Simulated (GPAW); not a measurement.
# YbH3 (Fm-3m) in GPAW: single point with PBE

Aim: the single point of YbH3 with PBE.

Program: GPAW 26.7.0. These are calculated values, not measurements. Logs are shortened: lines on timing, memory, paths and dates and some standing lists are left out, and cuts for length are marked. The log counts tension as positive stress, the text compression.

**1. The crystal as given**

It takes space group Fm-3m (No. 225, cubic). The conventional cell has a = 5.210 Å, b = 5.210 Å, c = 5.210 Å, α = 90.00°, β = 90.00°, γ = 90.00°. Yb (site symmetry m-3m) has 8 H at 2.26 Å as nearest neighbours. H (site symmetry m-3m) is surrounded by 8 H at 2.26 Å. Around H (site symmetry -43m) lie 4 Yb at 2.26 Å and 4 H at 2.26 Å.

The cell comes from a database or a generator and needn't be the stable form of this composition.

**2. Single point, PBE, collinear spin, ferromagnetic start**

run.py reads:

```python
from ase import Atoms
from ase.dft.bandgap import bandgap
from ase.io import write
from ase.units import GPa
from gpaw import GPAW, PW

atoms = Atoms(['Yb', 'H', 'H', 'H'],
              cell=[[0.0, 2.604971, 2.604971],
                    [2.604971, 0.0, 2.604971],
                    [2.604971, 2.604971, 0.0]],
              scaled_positions=[[0.0, 0.0, 0.0],
                                [0.5, 0.5, 0.5],
                                [0.25, 0.25, 0.25],
                                [0.75, 0.75, 0.75]],
              pbc=True)
atoms.set_initial_magnetic_moments([2.5, 0.0, 0.0, 0.0])

calc = GPAW(mode=PW(800),
            xc='PBE',
            kpts={'size': (9, 9, 9), 'gamma': True},
            occupations={'name': 'fermi-dirac', 'width': 0.05},
            nbands=29,
            convergence={'density': 1e-05, 'energy': 1e-05},
            maxiter=150,
            txt='gpaw.txt')
atoms.calc = calc
energy = atoms.get_potential_energy()
forces = atoms.get_forces()
stress = atoms.get_stress()
calc.write('gs.gpw')
write('result.traj', atoms)
print(f'Energy: {energy:.6f} eV')
print('Forces (eV/A):')
print(forces.round(4))
print('Stress (GPa):', (stress / GPa).round(3))
print('Moments:', calc.get_magnetic_moments().round(3))
print('Fermi level:', round(calc.get_fermi_level(), 4), 'eV')
print(f'Gap: {bandgap(calc)[0]:.4f} eV, direct: {bandgap(calc, direct=True)[0]:.4f} eV')
```

Potentials or basis: GPAW PAW data sets (gpaw-data 1.2.1), pw.

Run with:

```sh
$ OMP_NUM_THREADS=1 python run.py
```

gpaw.txt:

```text
__  _  _
 | _ |_)|_||  |
 |__||  | ||/\| - 26.7.0

Input parameters:
  mode=PW(ecut=800.0),
  convergence={'density': 1e-05, 'energy': 1e-05},
  kpts=MonkhorstPack(size=(9, 9, 9), gamma=True),
  maxiter=150,
  nbands=29,
  occupations=Occupations(name='fermi-dirac', width=0.05),
  xc=XC(name='PBE')

Diagonalizing LCAO Hamiltonian
Converting LCAO to pw mode

                   H

               H

           H

       Yb

Atoms  # Å, Bohr magnetons
|   | symbol |        x |        y |        z |    initial magnetic moments |
|---|--------|----------|----------|----------|-----------------------------|
| 0 |     Yb | 0.000000 | 0.000000 | 0.000000 | ( 0.0000,  0.0000,  2.5000) |
| 1 |      H | 2.604971 | 2.604971 | 2.604971 | ( 0.0000,  0.0000,  0.0000) |
| 2 |      H | 1.302485 | 1.302485 | 1.302485 | ( 0.0000,  0.0000,  0.0000) |
| 3 |      H | 3.907456 | 3.907456 | 3.907456 | ( 0.0000,  0.0000,  0.0000) |

Unit cell  # Å
| periodic |        x |        y |        z |  lengths |    angles |
|----------|----------|----------|----------|----------|-----------|
|      yes | 0.000000 | 2.604971 | 2.604971 | 3.683985 | 60.000000 |
|      yes | 2.604971 | 0.000000 | 2.604971 | 3.683985 | 60.000000 |
|      yes | 2.604971 | 2.604971 | 0.000000 | 3.683985 | 60.000000 |

Number of symmetries: 48
Symmetry operations  # r_c * U_cc + t_c -> r_c
|    | kind |            matrix            |
|----|------|------------------------------|
|  0 |  σ   |  1, 0, 0,  1, 0,-1,  1,-1, 0 |
|  1 |  C2  |  1, 0, 0,  1,-1, 0,  1, 0,-1 |
|  2 |  E   |  1, 0, 0,  0, 1, 0,  0, 0, 1 |
|  3 |  σ   |  1, 0, 0,  0, 0, 1,  0, 1, 0 |
|  4 |  C4  |  1, 0,-1,  1, 0, 0,  1,-1, 0 |
|  5 |  S6  |  1, 0,-1,  1,-1, 0,  1, 0, 0 |
|  6 |  σ   |  1, 0,-1,  0, 1,-1,  0, 0,-1 |
|  7 |  C3  |  1, 0,-1,  0, 0,-1,  0, 1,-1 |
|  8 |  S6  |  1,-1, 0,  1, 0, 0,  1, 0,-1 |
|  9 |  C4  |  1,-1, 0,  1, 0,-1,  1, 0, 0 |
| 10 |  C3  |  1,-1, 0,  0,-1, 1,  0,-1, 0 |
| 11 |  σ   |  1,-1, 0,  0,-1, 0,  0,-1, 1 |
| 12 |  σ   |  0, 1, 0,  1, 0, 0,  0, 0, 1 |
| 13 |  C4  |  0, 1, 0,  0, 1,-1, -1, 1, 0 |
| 14 |  C3  |  0, 1, 0,  0, 0, 1,  1, 0, 0 |
| 15 |  S6  |  0, 1, 0, -1, 1, 0,  0, 1,-1 |
| 16 |  C2  |  0, 1,-1,  1, 0,-1,  0, 0,-1 |
| 17 |  σ   |  0, 1,-1,  0, 1, 0, -1, 1, 0 |
| 18 |  S4  |  0, 1,-1,  0, 0,-1,  1, 0,-1 |
| 19 |  C4  |  0, 1,-1, -1, 1, 0,  0, 1, 0 |
| 20 |  C3  |  0, 0, 1,  1, 0, 0,  0, 1, 0 |
| 21 |  σ   |  0, 0, 1,  0, 1, 0,  1, 0, 0 |
| 22 |  S6  |  0, 0, 1,  0,-1, 1, -1, 0, 1 |
| 23 |  C4  |  0, 0, 1, -1, 0, 1,  0,-1, 1 |
| 24 |  S4  |  0, 0,-1,  1, 0,-1,  0, 1,-1 |
| 25 |  C3  |  0, 0,-1,  0, 1,-1,  1, 0,-1 |
| 26 |  C2  |  0, 0,-1,  0,-1, 0, -1, 0, 0 |
| 27 |  S6  |  0, 0,-1, -1, 0, 0,  0,-1, 0 |
| 28 |  S4  |  0,-1, 1,  1,-1, 0,  0,-1, 0 |
| 29 |  C4  |  0,-1, 1,  0, 0, 1, -1, 0, 1 |
| 30 |  C2  |  0,-1, 1,  0,-1, 0,  1,-1, 0 |
| 31 |  σ   |  0,-1, 1, -1, 0, 1,  0, 0, 1 |
| 32 |  C3  |  0,-1, 0,  1,-1, 0,  0,-1, 1 |
| 33 |  S6  |  0,-1, 0,  0, 0,-1, -1, 0, 0 |
| 34 |  S4  |  0,-1, 0,  0,-1, 1,  1,-1, 0 |
| 35 |  C2  |  0,-1, 0, -1, 0, 0,  0, 0,-1 |
| 36 |  C2  | -1, 1, 0,  0, 1, 0,  0, 1,-1 |
| 37 |  S6  | -1, 1, 0,  0, 1,-1,  0, 1, 0 |
| 38 |  S4  | -1, 1, 0, -1, 0, 1, -1, 0, 0 |
| 39 |  C3  | -1, 1, 0, -1, 0, 0, -1, 0, 1 |
| 40 |  S6  | -1, 0, 1,  0, 0, 1,  0,-1, 1 |
| 41 |  C2  | -1, 0, 1,  0,-1, 1,  0, 0, 1 |
| 42 |  C3  | -1, 0, 1, -1, 1, 0, -1, 0, 0 |
| 43 |  S4  | -1, 0, 1, -1, 0, 0, -1, 1, 0 |
| 44 |  C2  | -1, 0, 0,  0, 0,-1,  0,-1, 0 |
| 45 |  i   | -1, 0, 0,  0,-1, 0,  0, 0,-1 |
| 46 |  σ   | -1, 0, 0, -1, 1, 0, -1, 0, 1 |
| 47 |  C2  | -1, 0, 0, -1, 0, 1, -1, 1, 0 |

BZ-sampling:
  Number of BZ points: 729
  Number of IBZ points: 35

  Monkhorst-Pack size: [9, 9, 9]
  Monkhorst-Pack shift: [0, 0, 0]

K-points  # in reciprocal-cell coordinates
|     |                                coordinates |     weight |
|-----|--------------------------------------------|------------|
|   0 | (  0.00000000,   0.00000000,   0.00000000) | 0.00137174 |
|   1 | (  0.11111111,   0.11111111,   0.00000000) | 0.00823045 |
|   2 | (  0.11111111,   0.11111111,   0.11111111) | 0.01097394 |
|   3 | (  0.22222222,   0.11111111,   0.11111111) | 0.01646091 |
|   4 | (  0.22222222,   0.22222222,   0.00000000) | 0.00823045 |
|   5 | (  0.22222222,   0.22222222,   0.11111111) | 0.03292181 |
|   6 | (  0.22222222,   0.22222222,   0.22222222) | 0.01097394 |
|   7 | (  0.33333333,   0.22222222,   0.11111111) | 0.03292181 |
|   8 | (  0.33333333,   0.22222222,   0.22222222) | 0.03292181 |
|   9 | (  0.33333333,   0.33333333,  -0.33333333) | 0.01646091 |
| ... |                                            |            |
|  34 | (  0.44444444,   0.44444444,   0.44444444) | 0.01097394 |

Plane wave coefficients: 1853
Cutoff: 800.0 eV

Spin-components: 2 (collinear spins)
Bands:           29
Projectors:      17
Spin-degeneracy: 1
Datatype:        complex128

Parallelization:
  kpt:    1
  domain: 1
  band:   1

Density:
  Valence electrons: 27.0
  Components: 2
  Grid points: [25 25 25]
  Charge: 0.0  # |e|

Potential:
  Grid points: [25 25 25]

species:
  Yb:
    name:    Ytterbium
    Z:       70.0
    valence: 24
    core:    46
    charge:  0.0  # [|e|]
    compensation charges:
      type: gauss
      rc: 0.35  # [Å]
      lmax: 2
    cutoffs:
      filter: 1.17  # [Å]
      core: 1.64  # [Å]
    projectors
    | kind |    occ | energy [eV] | rcut [Å] |
    |------|--------|-------------|----------|
    |   5s |  2.000 |     -54.928 |    1.164 |
    |   6s |  2.000 |      -3.920 |    1.164 |
    |   5p |  6.000 |     -27.426 |    1.164 |
    |   6p |  0.000 |      -1.107 |    1.164 |
    |   5d |  0.000 |      -0.667 |    1.164 |
    |   4f | 14.000 |      -3.009 |    1.164 |
    |    d |        |      26.544 |    1.164 |
    |    f |        |      24.202 |    1.164 |

    Using partial waves for Yb as LCAO basis

  H:
    name:    Hydrogen
    Z:       1.0
    valence: 1
    core:    0
    charge:  0.0  # [|e|]
    compensation charges:
      type: gauss
      rc: 0.15  # [Å]
      lmax: 2
    cutoffs:
      filter: 0.85  # [Å]
      core: 0.53  # [Å]
    projectors
    | kind |    occ | energy [eV] | rcut [Å] |
    |------|--------|-------------|----------|
    |   1s |  1.000 |      -6.494 |    0.476 |
    |    s |        |      20.717 |    0.476 |
    |    p |        |       0.000 |    0.476 |

    Using partial waves for H as LCAO basis

Reference energy: -382622.743128  # eV

eigensolver:
  PPCG
  Converge bands: occupied
  niter=2

density mixing:
  MSR1-Mixer
  Pratt-step length: 0.05
  Maximum mixing coefficient: 0.75
  Old densities: 10
  SVD Regularization: 0.005
  Good broyden scale: 1.0
  Trust region scale: 1.0
  Backstep threshold: 4.0
  History deletion threshold: 6.0
  Fourier metric: weight=20.0, sigma=0.015

occupation numbers:
  Fermi-Dirac:
    width: 0.0500  # eV

poisson solver:
  ecut: 6400.0  # eV

xc functional:
  name: PBE with 2 nearest neighbor stencil

convergence criteria:
- Maximum integral of absolute [dens]ity change: 1e-05 electrons / valence electron
- Maximum [total energy] change in last 3 cyles: 1e-05 eV / valence electron
- Maximum integral of absolute [eigenst]ate change: 4e-08 eV^2 / valence electron
maximum number of iterations: 150

SCF iterations
|iter     | |      energy | eigst |  dens |  magmom |
|---------|-|-------------|-------|-------|---------|
|iter:   1| |  -45.762725 | +0.41 |       |  +2.0965|
|iter:   2| |  -38.132582 | -1.72 | -0.59 |  +1.9989|
|iter:   3| |  -39.467265 | +0.23 | -0.63 |  +0.7769|
|iter:   4| |  -18.042821 | +0.09 | -0.22 |  +1.1982|
|iter:   5| |  -13.389545 | -1.14 | -0.88 |  +0.8305|
|iter:   6| |  -13.097458 | -2.64 | -1.13 |  +0.6879|
|iter:   7| |  -13.239883 | -1.39 | -1.25 |  +0.2430|
|iter:   8| |  -14.959202 | -1.40 | -1.34 |  -0.0721|
|iter:   9| |  -13.371526 | -1.81 | -1.01 |  -0.2056|
|iter:  10| |  -13.818546 | -2.26 | -1.28 |  -1.2201|
|iter:  11| |  -12.624556 | -1.43 | -1.11 |  -1.5059|
|iter:  12| |  -12.884318 | -2.06 | -1.29 |  -0.6750|
|iter:  13| |  -12.826440 | -2.88 | -1.43 |  -0.1168|
|iter:  14| |  -12.809278 | -3.70 | -1.99 |  -0.0253|
|iter:  15| |  -12.806719 | -4.46 | -2.57 |  -0.0255|
|iter:  16| |  -12.806603 | -6.79 | -3.32 |  -0.0219|
|iter:  17| |  -12.806573c| -7.09 | -3.56 |  -0.0154|
|iter:  18| |  -12.806600c| -7.96c| -3.85 |  -0.0125|
|iter:  19| |  -12.806625c| -7.54c| -4.04 |  -0.0072|
|iter:  20| |  -12.806626c| -7.86c| -4.33 |  -0.0033|
|iter:  21| |  -12.806623c| -8.30c| -4.57 |  -0.0009|
|iter:  22| |  -12.806623c| -9.13c| -4.98 |  +0.0000|
|iter:  23| |  -12.806623c| -9.65c| -5.76c|  +0.0000|

Converged in 23 steps
Energy contributions relative to reference atoms: (reference = -382622.743128)

Energy contributions:
  Kinetic:         -54.107771
  Coulomb:          47.260197
  Zero:              0.680227
  External:          0.000000
  Xc:               -6.626411
  Entropy:          -0.025730
  Spinorbit:         0.000000
  ----------------------------
  Free energy:     -12.819488
  Extrapolated:    -12.806623

dipole moment: (-24.169164, -24.169164, -24.169164)  # |e|*Ang

Total magnetic moment: (0.000000, 0.000000, 0.000022)

Local magnetic moments
|        x |        y |         z |
|----------|----------|-----------|
| 0.000000 | 0.000000 |  0.000018 |  # Yb   0
| 0.000000 | 0.000000 | -0.000000 |  # H    1
| 0.000000 | 0.000000 |  0.000000 |  # H    2
| 0.000000 | 0.000000 |  0.000000 |  # H    3

Fermi level: 6.304
Eigenvalues  # (at kpt = [0.000, 0.000, 0.000])
| band index |      eig [eV] | occ [0-1] |      eig [eV] | occ [0-1] |
|------------|---------------|-----------|---------------|-----------|
|          0 |       -44.579 |     1.000 |       -44.579 |     1.000 |
|        ... |               |           |               |           |
|          4 |        -2.100 |     1.000 |        -2.100 |     1.000 |
|          5 |         4.953 |     1.000 |         4.953 |     1.000 |
|          6 |         5.867 |     1.000 |         5.867 |     1.000 |
|          7 |         5.867 |     1.000 |         5.867 |     1.000 |
|          8 |         5.867 |     1.000 |         5.867 |     1.000 |
|          9 |         6.052 |     0.994 |         6.052 |     0.994 |
[... 8 lines left out ...]
|         18 |        12.361 |     0.000 |        12.361 |     0.000 |
|         19 |        17.965 |     0.000 |        17.965 |     0.000 |
|        ... |               |           |               |           |
|         28 |        28.098 |     0.000 |        28.098 |     0.000 |

No gap
No difference between direct/indirect transitions

Forces  # eV/Ang
|        x |        y |        z |
|----------|----------|----------|
|  0.00000 | -0.00000 |  0.00000 |  # Yb   0
|  0.00000 | -0.00000 | -0.00000 |  # H    1
|  0.00000 | -0.00000 |  0.00000 |  # H    2
| -0.00000 |  0.00000 | -0.00000 |  # H    3

Stress tensor  # eV/Ang^3
|         x |         y |         z |
|-----------|-----------|-----------|
|  0.028634 |  0.000000 | -0.000000 |
|  0.000000 |  0.028634 | -0.000000 |
| -0.000000 | -0.000000 |  0.028634 |

# Writing to gs.gpw (mode='')
```

Wall time 2.3 min (1 thread of Arm Neoverse V2, shared host); peak memory 0.25 GiB.

Results:

```yaml
Free_energy: -12.8195 eV
Pressure: -4.6 GPa
Band_gap_on_the_k_mesh: none (metal or under the smearing width)
Net_moment: 0.00 μB per cell
```

Caveat: one-centre terms of the f shell are cut off; spin-orbit coupling is left out, which moves the levels of the heavy elements; without U or exact exchange the open f shell lies at the Fermi level, which spoils levels, moments and volumes. The state reached can hang on the start; a lower one may exist.
